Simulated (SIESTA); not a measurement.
Ca in SIESTA: convergence with EnergyShift

Input of the first run (EnergyShift 0.05); the others differ in this setting and in those tied to it:

The input Ca.fdf:

```
SystemName                      Ca
SystemLabel                     Ca
NumberOfSpecies                 1
NumberOfAtoms                   4
%block ChemicalSpeciesLabel
  1  20 Ca
%endblock ChemicalSpeciesLabel

LatticeConstant                 1.0 Ang
%block LatticeVectors
     3.9515955360     0.0000000000     0.0000000000
     0.0000000000     3.9515955360     0.0000000000
     0.0000000000     0.0000000000    23.3826000000
%endblock LatticeVectors
AtomicCoordinatesFormat         Fractional
%block AtomicCoordinatesAndAtomicSpecies
     0.5000000000     0.5000000000     0.3207513279  1  Ca
     0.0000000000     0.0000000000     0.4402504426  1  Ca
     0.5000000000     0.5000000000     0.5597495574  1  Ca
     0.0000000000     0.0000000000     0.6792486721  1  Ca
%endblock AtomicCoordinatesAndAtomicSpecies

%block kgrid.MonkhorstPack
    5   0   0  0.0
    0   5   0  0.0
    0   0   1  0.0
%endblock kgrid.MonkhorstPack
XC.Functional                   GGA
XC.Authors                      PBE
PAO.BasisSize                   DZP
PAO.EnergyShift                 0.05 Ry
Mesh.Cutoff                     800 Ry
OccupationFunction              FD
ElectronicTemperature           0.05 eV
Slab.DipoleCorrection           vacuum
MaxSCFIterations                120
SCF.MustConverge                false
SCF.Mixer.Method                Pulay
SCF.Mixer.Weight                0.25
SCF.Mixer.History               8
SCF.DM.Tolerance                5.0e-05
SCF.H.Tolerance                 1.0e-03 eV
WriteForces                     true
Charge.Mulliken                 end
%block PAO.Basis
  Ca 5
  n=3 0 2
    2.705 0.000
  n=4 0 2
    6.655 0.000
  n=3 1 2
    3.003 0.000
  n=4 1 1
    6.655
  n=3 2 1
    7.000
%endblock PAO.Basis
```

Potentials or basis: PseudoDojo 0.4 standard (PBE files), DZP (energy shift 0.05 Ry; two zetas on semicore shells; d shell added on Ca).

Launch:

```console
$ siesta < Ca.fdf > Ca.out 2>&1
```

Hardware: 1 thread of Arm Neoverse V1 (shared host).

Question: The values tried are 0.05, 0.03, 0.02, 0.01, 0.005, 0.003, 0.002, 0.001, loosest first. From which on does the largest force stay within 0.005 eV/Å of the tightest run that finished?

Answer: From 0.003 on.

| EnergyShift | energy less the tightest run, at zero smearing (meV/atom) | largest force (eV/Å) | SCF cycles | CPU time (s) | peak memory (GiB) |
| --- | --- | --- | --- | --- | --- |
| 0.05 | 3201.66 | 0.473 | 13 | 53 | 0.51 |
| 0.03 | 1786.87 | 0.291 | 12 | 56 | 0.54 |
| 0.02 | 1121.19 | 0.243 | 13 | 65 | 0.56 |
| 0.01 | 494.14 | 0.194 | 13 | 79 | 0.62 |
| 0.005 | 207.17 | 0.175 | 13 | 97 | 0.69 |
| 0.003 | 102.14 | 0.168 | 13 | 110 | 0.72 |
| 0.002 | 52.02 | 0.168 | 13 | 110 | 0.72 |
| 0.001 | 0.00 | 0.169 | 13 | 110 | 0.73 |

Not settled before the last step: the energy (to 1 meV/atom). The tightest run that finished is the yardstick and may itself not be fully converged.
